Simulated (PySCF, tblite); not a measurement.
# C5H8SSi: dynamics, then NMR shifts on frames, part 2 of 2

tblite 0.8.0 and PySCF 2.14.0. Atoms count from 0. Earlier steps stand in the parts before.

### 5 NMR shieldings: 625 fs, PBE0/pcSseg-1

The job: settings as JSON, then the geometry in Å.

```
{"job": {"kind": "nmr", "xc": "PBE0", "basis": "pcSseg-1", "pop": false}, "charge": 0, "multiplicity": 1}
Si    -2.157400     1.473300     0.505400
C     -1.493500    -0.061300    -0.346100
C     -0.062500    -0.392900    -0.054600
C      1.044100     0.512300    -0.416500
C      2.275200    -0.043700    -0.126300
S      2.152500    -1.679700     0.626500
C      0.405500    -1.487100     0.544400
H     -3.469200     1.782100    -0.089900
H     -2.326700     1.537500     1.889300
H     -1.237100     2.586900     0.007500
H     -1.953900    -1.008600     0.134400
H     -1.524100    -0.050200    -1.385700
H      0.926800     1.459900    -0.960500
H      3.260200     0.287800    -0.247100
H     -0.295100    -2.264900     0.847900
```

Method: GIAO PBE0/pcSseg-1 NMR shielding, non-relativistic, gas phase.

Output:

```text
coarse grid: 13640 points
cycle   1  E = -882.3555142646  dE =  8.608e-01  |g| = 3.417e-01  |ddm| = 3.736e+00
cycle   2  E = -882.3347002205  dE =  2.081e-02  |g| = 4.326e-01  |ddm| = 7.989e-01
cycle   3  E = -882.3839425225  dE = -4.924e-02  |g| = 1.037e-01  |ddm| = 5.738e-01
cycle   4  E = -882.3868478622  dE = -2.905e-03  |g| = 3.307e-02  |ddm| = 1.481e-01
cycle   5  E = -882.3871025426  dE = -2.547e-04  |g| = 9.570e-03  |ddm| = 3.361e-02
cycle   6  E = -882.3871245099  dE = -2.197e-05  |g| = 3.018e-03  |ddm| = 1.253e-02
cycle   7  E = -882.3871265446  dE = -2.035e-06  |g| = 7.358e-04  |ddm| = 3.172e-03
final grid: 122688 points
cycle   8  E = -882.4314308882  dE = -1.883e-05  |g| = 8.358e-03  |ddm| = 3.144e-02
cycle   9  E = -882.4314028956  dE =  2.799e-05  |g| = 1.286e-02  |ddm| = 2.230e-02
cycle  10  E = -882.4314488459  dE = -4.595e-05  |g| = 1.622e-03  |ddm| = 1.585e-02
cycle  11  E = -882.4314495423  dE = -6.963e-07  |g| = 3.429e-04  |ddm| = 1.871e-03
cycle  12  E = -882.4314495696  dE = -2.733e-08  |g| = 9.394e-05  |ddm| = 3.756e-04
cycle  13  E = -882.4314495715  dE = -1.956e-09  |g| = 3.004e-05  |ddm| = 1.021e-04
cycle  14  E = -882.4314495718  dE = -2.178e-10  |g| = 9.076e-06  |ddm| = 3.801e-05
converged SCF energy = -882.4314495718

GIAO shielding tensors (ppm)
atom      isotropic    diamagn.    paramagn.     s11        s22        s33       span
  0 Si     424.362     878.514    -454.151    390.266    409.410    473.412     83.146
  1 C      171.237     248.454     -77.216    158.537    164.478    190.697     32.160
  2 C       38.991     262.693    -223.702    -38.482     21.999    133.456    171.938
  3 C       46.822     250.894    -204.073    -40.548     38.502    142.511    183.059
  4 C       35.424     258.158    -222.734    -53.323     27.694    131.903    185.226
  5 S      261.568    1056.473    -794.906     64.935    330.876    388.892    323.958
  6 C       54.865     257.040    -202.175    -25.827     69.192    121.229    147.056
  7 H       27.584      27.610      -0.026     24.467     24.965     33.319      8.852
  8 H       28.626      29.122      -0.495     25.170     26.700     34.008      8.838
  9 H       26.791      27.929      -1.138     22.563     26.540     31.269      8.706
 10 H       27.502      29.131      -1.628     21.332     28.844     32.332     11.000
 11 H       30.111      30.801      -0.690     25.238     28.880     36.216     10.978
 12 H       23.789      31.691      -7.902     20.677     23.605     27.086      6.409
 13 H       24.364      31.693      -7.329     22.138     23.520     27.435      5.297
 14 H       24.952      32.485      -7.532     21.500     26.416     26.940      5.440
```

Run time: 21 s. Hardware: 1 thread of Arm Neoverse V1, shared host; peak memory 0.81 GiB.

Key values: δ C4 151.5, C2 147.9, C3 140.1, C6 132.1, H12 7.93, H13 7.35 ppm.

### 6 Shielding tensors: 800 fs, PBE0/pcSseg-1

The job: settings as JSON, then the geometry in Å.

```
{"job": {"kind": "nmr", "xc": "PBE0", "basis": "pcSseg-1", "pop": false}, "charge": 0, "multiplicity": 1}
Si    -1.995500     0.673200     1.708400
C     -1.402300    -0.434400     0.315700
C      0.076800    -0.615400     0.113400
C      0.950500     0.408500    -0.153200
C      2.220800     0.022800    -0.410600
S      2.469700    -1.592900    -0.338000
C      0.704600    -1.800400     0.095700
H     -3.399100     0.353200     1.704000
H     -1.377600     0.372400     2.999500
H     -1.877800     2.122300     1.628100
H     -1.883000    -1.398500     0.474900
H     -1.827300    -0.102800    -0.612600
H      0.645900     1.474900    -0.236000
H      3.031900     0.712400    -0.634700
H      0.353300    -2.728500     0.340200
```

With the program's defaults for keys left out, this is: GIAO PBE0/pcSseg-1 NMR shielding, non-relativistic, gas phase.

Output:

```text
coarse grid: 13640 points
cycle   1  E = -882.3567213507  dE =  1.153e+00  |g| = 3.873e-01  |ddm| = 3.799e+00
cycle   2  E = -882.3228205650  dE =  3.390e-02  |g| = 5.156e-01  |ddm| = 9.492e-01
cycle   3  E = -882.3935822432  dE = -7.076e-02  |g| = 1.028e-01  |ddm| = 6.899e-01
cycle   4  E = -882.3963923788  dE = -2.810e-03  |g| = 3.290e-02  |ddm| = 1.523e-01
cycle   5  E = -882.3966390574  dE = -2.467e-04  |g| = 1.052e-02  |ddm| = 3.542e-02
cycle   6  E = -882.3966643434  dE = -2.529e-05  |g| = 3.787e-03  |ddm| = 1.439e-02
cycle   7  E = -882.3966677797  dE = -3.436e-06  |g| = 1.288e-03  |ddm| = 5.109e-03
final grid: 122688 points
cycle   8  E = -882.4399424401  dE = -1.695e-05  |g| = 9.530e-03  |ddm| = 3.279e-02
cycle   9  E = -882.4399025108  dE =  3.993e-05  |g| = 1.512e-02  |ddm| = 2.602e-02
cycle  10  E = -882.4399653272  dE = -6.282e-05  |g| = 1.947e-03  |ddm| = 1.840e-02
cycle  11  E = -882.4399663309  dE = -1.004e-06  |g| = 3.091e-04  |ddm| = 1.965e-03
cycle  12  E = -882.4399663538  dE = -2.287e-08  |g| = 9.333e-05  |ddm| = 4.439e-04
cycle  13  E = -882.4399663557  dE = -1.847e-09  |g| = 4.185e-05  |ddm| = 1.373e-04
cycle  14  E = -882.4399663561  dE = -4.175e-10  |g| = 1.425e-05  |ddm| = 5.329e-05
converged SCF energy = -882.4399663561

GIAO shielding tensors (ppm)
atom      isotropic    diamagn.    paramagn.     s11        s22        s33       span
  0 Si     426.286     878.204    -451.918    373.369    423.320    482.168    108.798
  1 C      174.881     248.189     -73.309    160.154    164.387    200.101     39.947
  2 C       49.972     257.863    -207.890    -36.086     25.522    160.481    196.566
  3 C       58.787     251.618    -192.831    -15.466     58.721    133.107    148.573
  4 C       58.477     260.934    -202.457    -37.045     54.928    157.548    194.594
  5 S      269.716    1056.615    -786.899     86.856    315.969    406.322    319.467
  6 C       45.158     253.941    -208.784    -28.306     52.730    111.050    139.356
  7 H       28.098      27.935       0.163     24.061     26.014     34.219     10.158
  8 H       27.898      27.892       0.006     24.534     26.400     32.760      8.226
  9 H       27.670      28.298      -0.628     24.041     26.089     32.879      8.838
 10 H       29.481      30.552      -1.071     23.313     29.951     35.179     11.866
 11 H       29.805      30.477      -0.672     25.547     27.926     35.943     10.397
 12 H       24.662      32.225      -7.563     20.304     25.504     28.178      7.873
 13 H       24.671      30.461      -5.790     21.209     25.173     27.631      6.422
 14 H       25.256      34.027      -8.771     22.545     24.784     28.438      5.892
```

Run time: 22 s. Hardware: 1 thread of Arm Neoverse V1, shared host; peak memory 0.81 GiB.

Key values: δ C6 141.8, C2 137.0, C4 128.4, C3 128.1, H12 7.05, H13 7.05 ppm.

### 7 NMR shieldings: 1000 fs, PBE0/pcSseg-1

The job: settings as JSON, then the geometry in Å.

```
{"job": {"kind": "nmr", "xc": "PBE0", "basis": "pcSseg-1", "pop": false}, "charge": 0, "multiplicity": 1}
Si    -1.610100     0.600900     2.030100
C     -1.192300    -0.415200     0.512900
C      0.297800    -0.546900     0.123700
C      1.105500     0.484900    -0.387400
C      2.378200     0.057100    -0.590000
S      2.576900    -1.609600    -0.396100
C      0.816200    -1.807500     0.193000
H     -2.980400     1.141700     1.839200
H     -1.403900    -0.409000     3.067900
H     -0.813000     1.744500     2.409700
H     -1.627300    -1.321600     0.898600
H     -1.832500    -0.090700    -0.358600
H      0.721200     1.528700    -0.452900
H      3.140000     0.637300    -1.078600
H      0.615200    -2.817800     0.454300
```

Method: GIAO PBE0/pcSseg-1 NMR shielding, non-relativistic, gas phase.

Output:

```text
coarse grid: 13640 points
cycle   1  E = -882.3563629163  dE =  8.924e-01  |g| = 3.325e-01  |ddm| = 3.733e+00
cycle   2  E = -882.3396078786  dE =  1.676e-02  |g| = 4.115e-01  |ddm| = 8.159e-01
cycle   3  E = -882.3837542008  dE = -4.415e-02  |g| = 9.776e-02  |ddm| = 5.525e-01
cycle   4  E = -882.3863676671  dE = -2.613e-03  |g| = 2.950e-02  |ddm| = 1.507e-01
cycle   5  E = -882.3865760699  dE = -2.084e-04  |g| = 7.617e-03  |ddm| = 3.136e-02
cycle   6  E = -882.3865900325  dE = -1.396e-05  |g| = 2.644e-03  |ddm| = 1.041e-02
cycle   7  E = -882.3865915509  dE = -1.518e-06  |g| = 4.281e-04  |ddm| = 2.597e-03
final grid: 122688 points
cycle   8  E = -882.4304537571  dE = -1.578e-05  |g| = 8.537e-03  |ddm| = 3.063e-02
cycle   9  E = -882.4304201821  dE =  3.357e-05  |g| = 1.367e-02  |ddm| = 2.466e-02
cycle  10  E = -882.4304727583  dE = -5.258e-05  |g| = 1.532e-03  |ddm| = 1.746e-02
cycle  11  E = -882.4304733806  dE = -6.223e-07  |g| = 3.108e-04  |ddm| = 1.687e-03
cycle  12  E = -882.4304734036  dE = -2.300e-08  |g| = 8.145e-05  |ddm| = 3.816e-04
cycle  13  E = -882.4304734049  dE = -1.295e-09  |g| = 4.040e-05  |ddm| = 1.140e-04
cycle  14  E = -882.4304734053  dE = -3.840e-10  |g| = 1.564e-05  |ddm| = 5.390e-05
converged SCF energy = -882.4304734053

GIAO shielding tensors (ppm)
atom      isotropic    diamagn.    paramagn.     s11        s22        s33       span
  0 Si     415.981     878.949    -462.968    368.572    400.264    479.107    110.535
  1 C      170.812     247.518     -76.706    154.465    161.230    196.741     42.276
  2 C       47.851     256.147    -208.296    -34.730     28.630    149.653    184.384
  3 C       57.817     249.566    -191.750    -17.675     57.528    133.597    151.272
  4 C       47.924     260.265    -212.342    -45.885     36.766    152.891    198.776
  5 S      195.026    1055.849    -860.823      9.442    235.055    340.582    331.140
  6 C       39.250     252.603    -213.353    -52.940     50.080    120.611    173.551
  7 H       27.238      27.890      -0.651     24.235     24.686     32.793      8.558
  8 H       27.680      28.730      -1.050     23.465     26.733     32.842      9.378
  9 H       27.958      29.023      -1.065     24.227     27.166     32.483      8.256
 10 H       29.496      31.706      -2.210     24.431     30.117     33.941      9.511
 11 H       28.609      29.432      -0.823     23.920     26.687     35.219     11.299
 12 H       24.169      31.155      -6.985     20.392     25.164     26.952      6.560
 13 H       24.462      30.118      -5.657     21.524     24.908     26.953      5.430
 14 H       23.210      31.885      -8.675     20.723     21.534     27.373      6.649
```

Run time: 22 s. Hardware: 1 thread of Arm Neoverse V1, shared host; peak memory 0.81 GiB.

In short: δ C6 147.7, C2 139.1, C4 139.0, C3 129.1, H14 8.51, H12 7.55 ppm.

### 8 Comparing the runs: NMR shifts

Shifts (ppm) of some atoms, chosen among heavy atoms and hydrogens apart, with basis size and wall time:

| frame | C4 | C3 | C6 | C1 | H14 | H11 | S5 | functions | time |
| --- | --- | --- | --- | --- | --- | --- | --- | --- | --- |
| 250 fs | 142.2 | 127.5 | 125.8 | 28.5 | 6.17 | 3.46 | 232 | 173 | 26 s |
| 425 fs | 134.0 | 136.5 | 126.9 | 16.5 | 6.70 | 3.88 | 190 | 173 | 21 s |
| 625 fs | 151.5 | 140.1 | 132.1 | 15.7 | 6.76 | 1.61 | 242 | 173 | 21 s |
| 800 fs | 128.4 | 128.1 | 141.8 | 12.0 | 6.46 | 1.91 | 234 | 173 | 22 s |
| 1000 fs | 139.0 | 129.1 | 147.7 | 16.1 | 8.51 | 3.11 | 309 | 173 | 22 s |

### 9 Results

The summary covers parts 1 to 2.

| quantity | value |
| --- | --- |
| thermostat | 400 K |
| mean temperature, second half | 403 K |
| mean potential energy above the minimum | 0.71 eV |
| 13C shifts against TMS (PBE0/pcSseg-1, 250 fs) | 146.3, 142.2, 127.5, 125.8, 28.5 ppm |
| 1H shifts against TMS (PBE0/pcSseg-1, 250 fs) | 8.03, 7.37, 6.17, 4.62, 4.56, 4.38, 4.33, 3.46 ppm |
| 29Si shifts against TMS (PBE0/pcSseg-1, 250 fs) | -69.7 ppm |
| 33S shifts against CS2 (PBE0/pcSseg-1, 250 fs) | 232 ppm |
| range of the shift of S5 | 190 to 309 ppm |

What this shows: In the second half the potential energy averages 0.71 eV above the minimum; equipartition over 39 harmonic modes at 400 K would give 0.67 eV. With 15 atoms the temperature swings widely (150 to 592 K). Shifts at one fixed geometry are not the observed spectrum, which averages over the motion. In the first frame run (250 fs): Shielding is most anisotropic at S5 (span 244 ppm, paramagnetic term -784 ppm). NICS(1)zz of -24 ppm above the planar ring from C2 marks a diatropic (aromatic) ring current. In ppm, S5 moves most: its shift spreads over 119 ppm, from 190 (425 fs) to 309 (1000 fs).
